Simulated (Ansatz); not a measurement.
**C2H5F2NSi: one species, many methods**

An exercise on one series of results from a longer session: the logs are not shown, and one member is left open.

Program: Ansatz 0.2.0, Gaussian basis. Level of theory: functionals in def2-TZVPP, the program's frozen cores in correlated methods. These are calculated values, not measurements.

Levels to be run: PBE-D4, r2SCAN-D4, PBE0-D4, B3LYP-D4, ωB97X-V, ωB97M-V, B2PLYP; CCSD(T)/def2-TZVPP; MP2/def2-QZVPP; extrapolation to the limit.

### Structure used throughout

The geometry comes from an earlier relaxation with PBE0-D4 in a triple-zeta def2 set; it is a stationary point, not always the lowest conformer.

SMILES `F[Si]1(F)CCN1`, 11 atoms, charge 0, spin multiplicity 1.

Atoms are counted from 1 here; the program's logs count them from 0.

Bond lengths: F1–Si2 1.588 Å, Si2–F3 1.588 Å, Si2–C4 1.852 Å, Si2–N6 1.681 Å, C4–C5 1.556 Å, C4–H7 1.089 Å, C4–H8 1.089 Å, C5–N6 1.472 Å, C5–H9 1.094 Å, C5–H10 1.094 Å, N6–H11 1.003 Å. Angles: F1–Si2–F3 102.6°, F1–Si2–C4 119.2°, F1–Si2–N6 117.4°, F3–Si2–C4 119.2°, F3–Si2–N6 117.4°, C4–Si2–N6 81.3°, Si2–C4–C5 85.3°, Si2–C4–H7 116.7°, Si2–C4–H8 116.7°, C5–C4–H7 113.6°, C5–C4–H8 113.6°, H7–C4–H8 109.2°, C4–C5–N6 99.0°, C4–C5–H9 112.0°, C4–C5–H10 112.0°, N6–C5–H9 112.5°, N6–C5–H10 112.5°, H9–C5–H10 108.7° and more.

Set-up of the first run:

Input file in.yaml:

```yaml
crystal:
  periodic: [false, false, false]
  atoms:
    - {symbol: F, position_ang: [0.109707, -0.952962, 2.358614]}
    - {symbol: Si, position_ang: [0.447272, -0.815853, 0.812694]}
    - {symbol: F, position_ang: [1.390120, -2.066811, 0.550644]}
    - {symbol: C, position_ang: [-0.921078, -0.449936, -0.381132]}
    - {symbol: C, position_ang: [-0.154523, 0.876720, -0.653493]}
    - {symbol: N, position_ang: [0.978766, 0.682059, 0.266239]}
    - {symbol: H, position_ang: [-0.995229, -1.097821, -1.253175]}
    - {symbol: H, position_ang: [-1.913588, -0.301980, 0.041596]}
    - {symbol: H, position_ang: [-0.753989, 1.755863, -0.398282]}
    - {symbol: H, position_ang: [0.163359, 0.959547, -1.697261]}
    - {symbol: H, position_ang: [1.714682, 1.354273, 0.374257]}
basis:
  gaussian: {orbitals: def2-TZVPP}
hamiltonian: {xc: pbe, dispersion: d4}
output: {forces: true, orbitals: {seedname: orbitals}}
```

The run is started by

```bash
$ ansatz run in.yaml --threads 4 --pin off --events-out ev --progress --plain --max-ram 10444MiB
```

Among the steps run: PBE-D4 (GGA); r2SCAN-D4 (meta-GGA); PBE0-D4 (hybrid); B3LYP-D4 (hybrid); ωB97X-V (range-separated); ωB97M-V (range-separated); B2PLYP (double hybrid); CCSD(T) in def2-TZVPP; MP2 in def2-QZVPP.

One of the session's tables, all rows but one given; the rest of the session is left out.

```
            method  atomisation energy (kJ/mol)
            PBE-D4                       4660.0
         r2SCAN-D4                       4566.7
           PBE0-D4                       4568.3
          B3LYP-D4                       4548.9
           ωB97X-V                       4583.2
           ωB97M-V                       4584.0
            B2PLYP                            ?
     HF/def2-TZVPP                       3312.5
    MP2/def2-TZVPP                       4561.1
   CCSD/def2-TZVPP                       4370.4
CCSD(T)/def2-TZVPP                       4440.0
           MP2/CBS                       4694.1
       CCSD(T)/CBS                       4573.0
```

Estimate the missing values for B2PLYP.

**Answer.** atomisation energy (kJ/mol): 4517.7. In the column «atomisation energy (kJ/mol)» it lies between CCSD(T)/def2-TZVPP (4440.0) and B3LYP-D4 (4548.9).

To keep in mind: Free atoms (2 F, 1 Si, 2 C, 1 N, 5 H) were run apart at each level; the atomisation energy is their sum less the molecule, without zero-point or spin-orbit terms.
